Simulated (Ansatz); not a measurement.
The system is CrN2.

```
CELL_PARAMETERS angstrom
3.90179 0.00000 0.00000
0.00000 4.80951 0.00000
0.00000 0.00000 2.78417
ATOMIC_POSITIONS crystal
Cr 0.00000 0.00000 0.00000
Cr 0.50000 0.50000 0.50000
N 0.86617 0.58878 0.00000
N 0.13383 0.41123 0.00000
N 0.36617 0.91122 0.50000
N 0.63383 0.08878 0.50000
```

The cell comes from a database or a generator and needn't be the stable form of this composition.

- Program: Ansatz 0.2.0
- Task: relaxation of cell and atoms
- Functional: LDA
- Potentials or basis: Ansatz PAW
- Cutoff: 420 eV (not typed: the program's choice for these potentials)
- k mesh: 7 × 6 × 10
- Occupations: fermi-dirac, width 0.05 eV
- Spin: collinear spin, ferromagnetic start
- Starting moments: [3.0, 3.0, 0.0, 0.0, 0.0, 0.0] μB

At the start: volume 8.71 Å³/atom.

**Question.** How do energy, volume and symmetry change on relaxing?

**Answer.** It ends after 8 steps and the volume is 8.11 Å³/atom (-6.9 %); space group Pnnm (No. 58, to 0.05 Å); moment 4.11 μB per cell.

Step by step:
```
step  energy change (eV)  largest force (eV/Å)  volume (Å³)
   1              0.0000                0.2664        52.25
   2             -0.1938                0.1166        49.86
   3             -0.2254                0.0989        48.61
   4             -0.2253                0.0501        48.74
   5             -0.2254                0.0011        48.74
   6             -0.2091                0.0019        48.74
   7             -0.2098                0.0036        48.65
   8             -0.2092                0.0037        48.65
```

Final structure:
```
Cr N
1.0
     3.83936    0.00000    0.00000
     0.00000    4.69207    0.00000
     0.00000    0.00000    2.70056
Cr N
2 4
Direct
  0.00000 0.00000 0.00000
  0.50000 0.50000 0.50000
  0.86449 0.58918 0.00000
  0.13551 0.41082 0.00000
  0.36449 0.91082 0.50000
  0.63551 0.08918 0.50000
```

Caveat: the plane-wave basis is chosen anew once the cell has moved, so the energies of steps on either side of that aren't comparable; the pressure holds a Pulay correction of +1.1 GPa for the finite cutoff; only a ferromagnetic start was run, and an antiferromagnetic order may lie lower in energy; the PAW data sets come from PBE, with cores solved anew for the run's functional, which leaves a small shift of forces and pressure.
